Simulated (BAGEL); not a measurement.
# ROHF/6-31G(d) (density fitting with qzvpp-jkfit, spherical functions) run of C2H4BClN (SMILES [H]/[C]=C\B(N)Cl)

Aim: the vertical doublet–quartet gap of C2H4BClN at ROHF/6-31G* (density fitting with qzvpp-jkfit, spherical functions), from 2 runs. 

The results are computed with BAGEL 1.2.2.

1 further run of the same task is left out (set aside as unsound or not needed). Runs told in other sessions of the task aren't counted.

## (1) Starting point

The species is C2H4BClN (9 atoms), meant as a doublet with charge 0. As SMILES, `[H]/[C]=C\B(N)Cl`. Geometry: relaxed at GFN2-xTB. This is one conformer, not always the lowest.

Bond lengths: C1–C2 1.298 Å, C2–B3 1.578 Å, B3–N4 1.387 Å, B3–Cl5 1.732 Å, C1–H6 1.068 Å, C2–H7 1.088 Å, N4–H8 1.006 Å, N4–H9 1.007 Å. Angles: C1–C2–B3 127.1°, C2–B3–N4 120.6°, C2–B3–Cl5 121.2°, N4–B3–Cl5 118.3°, C1–C2–H7 118.7°, B3–C2–H7 114.2°, C2–C1–H6 135.7°, B3–N4–H8 123.7°, B3–N4–H9 123.0°, H8–N4–H9 113.2°.

## (2) A single-point energy at ROHF/6-31G(d) (density fitting with qzvpp-jkfit, spherical functions)

hf.json reads:

```json
{ "bagel" : [

{
  "title" : "molecule",
  "basis" : "6-31gs.json",
  "df_basis" : "qzvpp-jkfit",
  "angstrom" : "true",
  "geometry" : [
    { "atom" : "C", "xyz" : [   -0.946930,    1.388180,    1.372170 ] },
    { "atom" : "C", "xyz" : [   -0.321040,    0.325010,    0.968690 ] },
    { "atom" : "B", "xyz" : [    0.052590,   -0.052210,   -0.516980 ] },
    { "atom" : "N", "xyz" : [    0.812020,   -1.180090,   -0.788310 ] },
    { "atom" : "Cl", "xyz" : [   -0.466760,    0.926940,   -1.848380 ] },
    { "atom" : "H", "xyz" : [   -1.368540,    2.250710,    0.903700 ] },
    { "atom" : "H", "xyz" : [    0.002240,   -0.403350,    1.709250 ] },
    { "atom" : "H", "xyz" : [    1.159950,   -1.802440,   -0.079320 ] },
    { "atom" : "H", "xyz" : [    1.076470,   -1.452760,   -1.720830 ] }
  ]
},
{ "title" : "rohf", "nopen" : 1 },
{ "title" : "print", "file" : "orbitals.molden", "orbitals" : "true" }

]}
```

The basis set 6-31G* is read from a file made from the Basis Set Exchange's data (not shown).

On the command line:

```
BAGEL_NUM_THREADS=1 BAGEL hf.json > hf.out
```

The log of the run:

```text
* using 1 threads per process

  ===============================================================
  ===============================================================

  *** Geometry ***

  { "atom" : "C", "xyz" : [     -1.789438,      2.623280,      2.593025 ] },
  { "atom" : "C", "xyz" : [     -0.606678,      0.614180,      1.830559 ] },
  { "atom" : "B", "xyz" : [      0.099381,     -0.098663,     -0.976951 ] },
  { "atom" : "N", "xyz" : [      1.534495,     -2.230047,     -1.489690 ] },
  { "atom" : "Cl", "xyz" : [     -0.882049,      1.751663,     -3.492932 ] },
  { "atom" : "H", "xyz" : [     -2.586166,      4.253225,      1.707745 ] },
  { "atom" : "H", "xyz" : [      0.004233,     -0.762221,      3.230014 ] },
  { "atom" : "H", "xyz" : [      2.191988,     -3.406118,     -0.149893 ] },
  { "atom" : "H", "xyz" : [      2.034233,     -2.745319,     -3.251897 ] },

  Number of auxiliary basis functions:      502

  Since a DF basis is specified, we compute 2- and 3-index integrals:
    o Being stored without compression. Storage requirement is 0.027 GB

  Number of basis functions:       82
  Number of electrons      :       45

    * METHOD: MOLECULE                             0.57

  *** Open-shell HF ***

  === Nuclear Repulsion ===
   181.6542089931

      * DIIS with orbital gradients will be used.

  === ROHF iteration (6-31gs.json) ===
      0       -616.50129493          0.03473414           0.29
      1       -616.64816926          0.01692114           0.26
      2       -616.67654434          0.00911211           0.26
      3       -616.68740477          0.00167616           0.26
      4       -616.68839367          0.00055974           0.33
      5       -616.68864996          0.00023014           0.28
      6       -616.68870291          0.00006440           0.28
      7       -616.68872944          0.00003177           0.28
      8       -616.68873075          0.00000838           0.28
      9       -616.68873231          0.00000257           0.29
     10       -616.68873221          0.00000097           0.28
     11       -616.68873232          0.00000033           0.27
     12       -616.68873230          0.00000012           0.30
     13       -616.68873231          0.00000005           0.30
     14       -616.68873231          0.00000003           0.27
     15       -616.68873231          0.00000002           0.29
     16       -616.68873231          0.00000001           0.28
    * SCF iteration converged.

    * S^2 (ROHF) is 0.7500

    * Permanent dipole moment:
           (   -0.479924,     0.736283,    -0.228409) a.u.

    * METHOD: ROHF                                 5.21

    * METHOD: PRINT                                0.04

  ===============================================================
```

It took 6.3 s on 1 thread of AMD EPYC, shared host; peak memory 0.12 GiB.

## (3) The quartet at the same level

input.json reads:

```json
{ "bagel": [

{
  "title": "molecule",
  "basis": "6-31gs.json",
  "df_basis": "qzvpp-jkfit",
  "angstrom": true,
  "geometry": [
    { "atom": "C", "xyz": [   -0.946930,    1.388180,    1.372170 ] },
    { "atom": "C", "xyz": [   -0.321040,    0.325010,    0.968690 ] },
    { "atom": "B", "xyz": [    0.052590,   -0.052210,   -0.516980 ] },
    { "atom": "N", "xyz": [    0.812020,   -1.180090,   -0.788310 ] },
    { "atom": "Cl", "xyz": [   -0.466760,    0.926940,   -1.848380 ] },
    { "atom": "H", "xyz": [   -1.368540,    2.250710,    0.903700 ] },
    { "atom": "H", "xyz": [    0.002240,   -0.403350,    1.709250 ] },
    { "atom": "H", "xyz": [    1.159950,   -1.802440,   -0.079320 ] },
    { "atom": "H", "xyz": [    1.076470,   -1.452760,   -1.720830 ] }
  ]
},
{ "title": "rohf", "nopen": 3 },
{ "title": "print", "file": "orbitals.molden", "orbitals": true }

]}
```

The basis set 6-31G* is read from a file made from the Basis Set Exchange's data (not shown).

On the command line:

```
BAGEL_NUM_THREADS=1 BAGEL input.json > input.out
```

The log of the run:

```text
* using 1 threads per process

  ===============================================================
  ===============================================================

  *** Geometry ***

  { "atom" : "C", "xyz" : [     -1.789438,      2.623280,      2.593025 ] },
  { "atom" : "C", "xyz" : [     -0.606678,      0.614180,      1.830559 ] },
  { "atom" : "B", "xyz" : [      0.099381,     -0.098663,     -0.976951 ] },
  { "atom" : "N", "xyz" : [      1.534495,     -2.230047,     -1.489690 ] },
  { "atom" : "Cl", "xyz" : [     -0.882049,      1.751663,     -3.492932 ] },
  { "atom" : "H", "xyz" : [     -2.586166,      4.253225,      1.707745 ] },
  { "atom" : "H", "xyz" : [      0.004233,     -0.762221,      3.230014 ] },
  { "atom" : "H", "xyz" : [      2.191988,     -3.406118,     -0.149893 ] },
  { "atom" : "H", "xyz" : [      2.034233,     -2.745319,     -3.251897 ] },

  Number of auxiliary basis functions:      502

  Since a DF basis is specified, we compute 2- and 3-index integrals:
    o Being stored without compression. Storage requirement is 0.027 GB

  Number of basis functions:       82
  Number of electrons      :       45

    * METHOD: MOLECULE                             0.62

  *** Open-shell HF ***

  === Nuclear Repulsion ===
   181.6542089931

      * DIIS with orbital gradients will be used.

  === ROHF iteration (6-31gs.json) ===
      0       -616.36382508          0.03446054           0.36
      1       -616.51730267          0.01815800           0.30
      2       -616.55249129          0.01009124           0.29
      3       -616.56720611          0.00203324           0.33
      4       -616.56962756          0.00069358           0.38
      5       -616.57024803          0.00028073           0.35
      6       -616.57039874          0.00008332           0.35
      7       -616.57043875          0.00003553           0.35
      8       -616.57044509          0.00000618           0.37
      9       -616.57044780          0.00000325           0.35
     10       -616.57044764          0.00000183           0.35
     11       -616.57044758          0.00000090           0.36
     12       -616.57044754          0.00000048           0.36
     13       -616.57044750          0.00000018           0.35
     14       -616.57044750          0.00000007           0.36
     15       -616.57044750          0.00000002           0.35
     16       -616.57044751          0.00000001           0.35
    * SCF iteration converged.

    * S^2 (ROHF) is 3.7500

    * Permanent dipole moment:
           (   -0.492701,     0.792644,    -0.400062) a.u.

    * METHOD: ROHF                                 6.30

    * METHOD: PRINT                                0.05

  ===============================================================
```

It took 7.5 s on 1 thread of AMD EPYC, shared host; peak memory 0.12 GiB.

## (4) What came out

Level: ROHF/6-31G* (density fitting with qzvpp-jkfit, spherical functions).

| quantity | value |
| --- | --- |
| doublet: total energy | -616.68873 Eh |
| doublet: dipole moment | 2.31 D |
| doublet: ⟨S²⟩ | 0.750 |
| quartet: total energy | -616.57045 Eh |
| quartet: dipole moment | 2.58 D |
| quartet: ⟨S²⟩ | 3.750 |
| vertical energy of the quartet above the doublet | 3.219 eV |

In words: At this shape the quartet lies 3.22 eV (311 kJ/mol) above the doublet.
